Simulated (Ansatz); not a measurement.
# InSb3: a line through a two-coordinate scan

One line of a two-coordinate grid on InSb3 (Pm-3m, No. 221; 4 atoms in the cell): volume per atom is varied, at c/a of the conventional cell = 1.200.

Program: Ansatz 0.2.0. Level of theory: DFT PBEsol, scalar-relativistic, plane waves, PAW. These are calculated values, not measurements.

18 further runs of the same task are left out: 1 that didn't finish, 17 set aside as unsound or not needed.

### Step 1. Starting point

Symmetry: Pm-3m, No. 221, cubic system. The conventional cell has a = 4.728 Å, b = 4.728 Å, c = 4.728 Å, α = 90.00°, β = 90.00°, γ = 90.00°. In (site symmetry m-3m) has 12 Sb at 3.34 Å as nearest neighbours. Sb (site symmetry 4/mmm) has 4 In at 3.34 Å and 8 Sb at 3.34 Å as nearest neighbours.

Coordinates:

```
CELL_PARAMETERS angstrom
4.72846 0.00000 0.00000
0.00000 4.72846 0.00000
0.00000 0.00000 4.72846
ATOMIC_POSITIONS crystal
In 0.00000 0.00000 0.00000
Sb 0.50000 0.00000 0.50000
Sb 0.00000 0.50000 0.50000
Sb 0.50000 0.50000 0.00000
```

It goes back to an entry of the Materials Project, which need not be the stable form.

This cell was relaxed beforehand with the same method: volume 26.43 Å³/atom, gap on the mesh none (metal).

### Step 2. The scan

The energy is mapped over volume and the cell's shape.

First coordinate, volume per atom: 7 values from 24.32 to 28.55 Å³. Second coordinate, c/a of the conventional cell: 7 values from 0.834 to 1.200.

Nothing else is relaxed (symmetry fixes all fractional coordinates). Energies count from the relaxed crystal. Points are written as (first, second).

### Step 3. Grid point (24.32 Å³, 1.200)

input.yaml reads:

```yaml
crystal:
  lattice:
    - [4.3281790942, 0.0, 0.0]
    - [0.0, 4.3281790942, 0.0]
    - [0.0, 0.0, 5.1920836413]
  atoms:
    - { symbol: In, position: [0.0, 0.0, 0.0] }
    - { symbol: Sb, position: [0.5, 0.0, 0.5] }
    - { symbol: Sb, position: [0.0, 0.5, 0.5] }
    - { symbol: Sb, position: [0.5, 0.5, 0.0] }
basis:
  ecutwfc: 420
kpoints:
  mp_grid: { grid: [10, 10, 10] }
hamiltonian:
  xc: pbesol
  pseudopotentials: { kind: paw, azcp: { folder: soft_1 } }
scf:
  occupations: { method: gaussian, width: 0.15 }
output:
  forces: true
  stress: true
  eigenvalues: true
```

Run with:

```bash
> ansatz run input.yaml --threads 2 --pin off --max-ram 4096MiB --backend cpu --events-out ev --progress --plain --runs-dir out
```

The session goes on with these runs: the other points of the line.

Q: Predict the outcome of this session. Wanted: for each run, volume per atom; energy; slope; pressure.

The runs gave:

```
volume per atom (Å³)  step  energy (meV/atom)  slope (meV/atom per Å³)  pressure (GPa)
               24.32     3               44.3                      −40             6.4
               25.02     4               21.5                      −25             4.0
               25.73     5                8.5                      −12             2.0
               26.43     –                3.8                       −1             0.2
               27.14     6                6.2                        8            −1.3
               27.84     7               14.8                       16            −2.6
               28.55     8               28.6                       23            −3.7
```

Energies count from the relaxed crystal. Rows without a step come from runs not printed here or follow by symmetry. Slopes come from the forces (and the stress, where the cell changes), not from differences of energies.

What this shows: Along the line the energy is lowest at 26.43 Å³, 3.8 meV/atom from the zero. Energies and slopes round the minimum, fitted together, put the minimum at 26.529 Å³, with a curvature of about 14 meV/atom per (Å³)². V·d²E/dV² there is about 60 GPa, a bulk modulus under this line's constraint. The well is lopsided: two grid steps out, the energy rises by 17.7 meV/atom towards smaller values and 11.0 meV/atom towards larger ones. The highest point computed, at 24.32 Å³, lies 40.5 meV/atom above the lowest. This is one cut through a surface in two coordinates; the map's lowest point lies off it. Spin-orbit coupling is left out for Sb.
